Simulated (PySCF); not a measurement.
# C6H10O2S: the cost of one run

Programs: PySCF 2.14.0, with routines of our own; each step states its level. All values are computed. Atoms count from 0.

## 1. The system as given

19 atoms, charge 0, multiplicity 1; geometry from: GFN2-xTB.

## 2. Magnetic properties: GIAO B97-2/pcSseg-1

What the job is given:

```
{"job": {"kind": "mag", "xc": "B97-2", "basis": "pcSseg-1", "isotopologues": 0}, "charge": 0, "multiplicity": 1}
C      2.596862    -0.080158     0.495628
O      1.205547     0.014056     0.342030
C      0.756308    -0.340166    -0.942865
C     -0.775991    -0.230127    -0.952728
C     -1.159294     1.192909    -0.654289
C     -1.404815     1.455424     0.612741
S     -1.253717     0.006894     1.700219
O     -2.536174    -0.135017     2.399718
C     -1.365373    -1.056802     0.180732
H      2.949647    -1.102871     0.312516
H      2.813513     0.200775     1.523827
H      3.121293     0.598878    -0.188275
H      1.190552     0.329678    -1.702403
H      1.062088    -1.370852    -1.184310
H     -1.139926    -0.555167    -1.932236
H     -1.162551     1.922422    -1.450259
H     -1.653514     2.406349     1.046046
H     -0.829606    -1.986385     0.353781
H     -2.424653    -1.260587     0.032665
```

With the program's defaults for keys left out, this is: GIAO B97-2/pcSseg-1 magnetisability, rotational g tensor and spin-rotation constants, non-relativistic, gas phase.

Launch:

```bash
> OMP_NUM_THREADS=1 python excited_run.py task.json out
```

One launch serves the whole session: the jobs run in the order shown.

Q: Estimate the wall time and peak memory of this first job on 1 thread of Arm Neoverse N1, shared host.

About 76 s, with a peak of 0.96 GiB.
